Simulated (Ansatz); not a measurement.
**CH₇AlOSi₂: how energies converge with the basis set**

How large a basis does CH₇AlOSi₂ need? Two functionals are run in growing sets.

Program: Ansatz 0.2.0, Gaussian basis. Level of theory: one geometry, several basis sets. These are calculated values, not measurements.

Levels to be run: PBE0-D4/def2-SVP; ωB97M-V/def2-SVP; PBE0-D4/def2-QZVPP; ωB97M-V/def2-QZVPP; the functionals' def2-TZVPP values are taken from earlier runs.

## (1) Structure used throughout

The geometry comes from an earlier relaxation with PBE0-D4 in a triple-zeta def2 set; it is a stationary point, not always the lowest conformer.

SMILES `[CH2]1O[SiH2][SiH2][AlH]1`, 12 atoms, charge 0, spin multiplicity 1.

Atoms are counted from 1 here; the program's logs count them from 0.

Bond lengths: C1–O2 1.432 Å, C1–Al5 1.994 Å, C1–H6 1.101 Å, C1–H7 1.096 Å, O2–Si3 1.657 Å, Si3–Si4 2.349 Å, Si3–H8 1.484 Å, Si3–H9 1.496 Å, Si4–Al5 2.443 Å, Si4–H10 1.488 Å, Si4–H11 1.490 Å, Al5–H12 1.588 Å. Angles: O2–C1–Al5 110.9°, O2–C1–H6 109.9°, O2–C1–H7 107.0°, Al5–C1–H6 111.9°, Al5–C1–H7 111.8°, H6–C1–H7 105.2°, C1–O2–Si3 122.5°, O2–Si3–Si4 104.0°, O2–Si3–H8 105.6°, O2–Si3–H9 110.7°, Si4–Si3–H8 117.9°, Si4–Si3–H9 109.4°, H8–Si3–H9 109.0°, Si3–Si4–Al5 86.4°, Si3–Si4–H10 114.8°, Si3–Si4–H11 112.1°, Al5–Si4–H10 117.3°, Al5–Si4–H11 115.0° and more.

## (2) PBE0-D4 in def2-SVP

File in.yaml:

```yaml
crystal:
  periodic: [false, false, false]
  atoms:
    - {symbol: C, position_ang: [-0.941394, 1.271493, 0.581992]}
    - {symbol: O, position_ang: [-0.760549, 0.075631, 1.348458]}
    - {symbol: Si, position_ang: [0.548922, -0.919879, 1.148863]}
    - {symbol: Si, position_ang: [0.733391, -1.152860, -1.180799]}
    - {symbol: Al, position_ang: [-0.472011, 0.966777, -1.332120]}
    - {symbol: H, position_ang: [-0.353257, 2.090972, 1.023095]}
    - {symbol: H, position_ang: [-1.988591, 1.573367, 0.701027]}
    - {symbol: H, position_ang: [0.252554, -2.134851, 1.947366]}
    - {symbol: H, position_ang: [1.788761, -0.276943, 1.683655]}
    - {symbol: H, position_ang: [2.128325, -1.181783, -1.697743]}
    - {symbol: H, position_ang: [-0.014079, -2.338725, -1.685600]}
    - {symbol: H, position_ang: [-0.845071, 1.971500, -2.504095]}
basis:
  gaussian: {orbitals: def2-SVP}
hamiltonian: {xc: pbe0, dispersion: d4}
output: {orbitals: {seedname: orbitals}}
```

Command:

```console
$ ansatz run in.yaml --threads 4 --pin off --events-out ev --progress --plain --max-ram 10444MiB
```

The runs that follow: ωB97M-V in def2-SVP; PBE0-D4 in def2-QZVPP; ωB97M-V in def2-QZVPP.

Before running them: what should the planned runs give, taken together? Wanted: PBE0-D4: double and triple zeta above quadruple; ωB97M-V: double and triple zeta above quadruple.

**Answer**, as computed:

```
                                       quantity           value
PBE0-D4: double and triple zeta above quadruple  12.50, 0.91 eV
ωB97M-V: double and triple zeta above quadruple  12.59, 0.86 eV
```

In words: PBE0-D4 gains 11.59 eV from double to triple zeta, then 0.91 eV more. These are total energies; as a rule much of such shifts cancels in differences, which this series doesn't test.
